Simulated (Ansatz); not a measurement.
**GaH₅OSSi: up Jacob's ladder to CCSD(T)**

An exercise on one series of results from a longer session: the logs are not shown, and one member is left open.

The runs use Ansatz 0.2.0, Gaussian basis; functionals in def2-TZVPP, the program's frozen cores in correlated methods.

Levels to be run: PBE-D4, r2SCAN-D4, PBE0-D4, B3LYP-D4, ωB97X-V, ωB97M-V, B2PLYP; CCSD(T)/def2-TZVPP; MP2/def2-QZVPP; extrapolation to the limit.

### Structure used throughout

All runs share one geometry, relaxed beforehand with PBE0-D4 in a triple-zeta def2 set.

9 atoms, charge 0, spin multiplicity 1.

Atoms are counted from 1 here; the program's logs count them from 0.

Bond lengths: O1–Ga2 1.808 Å, O1–H5 0.964 Å, Si3–S4 2.152 Å, Si3–H6 1.480 Å, Si3–H7 1.479 Å, Si3–H8 1.486 Å, S4–H9 1.344 Å. Angles: Ga2–O1–H5 126.7°, S4–Si3–H6 111.4°, S4–Si3–H7 105.1°, S4–Si3–H8 109.4°, H6–Si3–H7 111.9°, H6–Si3–H8 109.2°, H7–Si3–H8 109.8°, Si3–S4–H9 94.9°.

Set-up of the first run:

in.yaml reads:

```yaml
crystal:
  periodic: [false, false, false]
  atoms:
    - {symbol: O, position_ang: [-1.842264, -0.690242, 0.664018]}
    - {symbol: Ga, position_ang: [-3.122892, -0.624888, 1.938529]}
    - {symbol: Si, position_ang: [0.758720, 0.868664, -0.672734]}
    - {symbol: S, position_ang: [1.493796, -0.733152, 0.562938]}
    - {symbol: H, position_ang: [-0.981409, -1.118910, 0.732857]}
    - {symbol: H, position_ang: [-0.208800, 0.375491, -1.678409]}
    - {symbol: H, position_ang: [0.135798, 1.825597, 0.267634]}
    - {symbol: H, position_ang: [1.900075, 1.518231, -1.368604]}
    - {symbol: H, position_ang: [1.955576, -1.467293, -0.463228]}
basis:
  gaussian: {orbitals: def2-TZVPP}
hamiltonian: {xc: pbe, dispersion: d4}
output: {forces: true, orbitals: {seedname: orbitals}}
```

Command:

```bash
$ ansatz run in.yaml --threads 4 --pin off --events-out ev --progress --plain --max-ram 10444MiB
```

Among the steps run: PBE-D4 (GGA); r2SCAN-D4 (meta-GGA); PBE0-D4 (hybrid); B3LYP-D4 (hybrid); ωB97X-V (range-separated); ωB97M-V (range-separated); B2PLYP (double hybrid); CCSD(T) in def2-TZVPP; MP2 in def2-QZVPP.

One table of the session follows, with a row left open; its other results are not shown here.

```
            method  atomisation energy (kcal/mol)
            PBE-D4                          630.3
         r2SCAN-D4                          629.1
           PBE0-D4                          619.0
          B3LYP-D4                              ?
           ωB97X-V                          633.0
           ωB97M-V                          631.5
            B2PLYP                          619.7
     HF/def2-TZVPP                          446.7
    MP2/def2-TZVPP                          618.6
   CCSD/def2-TZVPP                          604.5
CCSD(T)/def2-TZVPP                          613.9
           MP2/CBS                          638.3
       CCSD(T)/CBS                          633.6
```

Q: Estimate the row for B3LYP-D4 from the others.

The run gave: atomisation energy (kcal/mol): 627.2. In the column «atomisation energy (kcal/mol)» it lies between B2PLYP (619.7) and r2SCAN-D4 (629.1).

Limits of these values: Free atoms (1 O, 1 Ga, 1 Si, 1 S, 5 H) were run apart at each level; the atomisation energy is their sum less the molecule, without zero-point or spin-orbit terms.
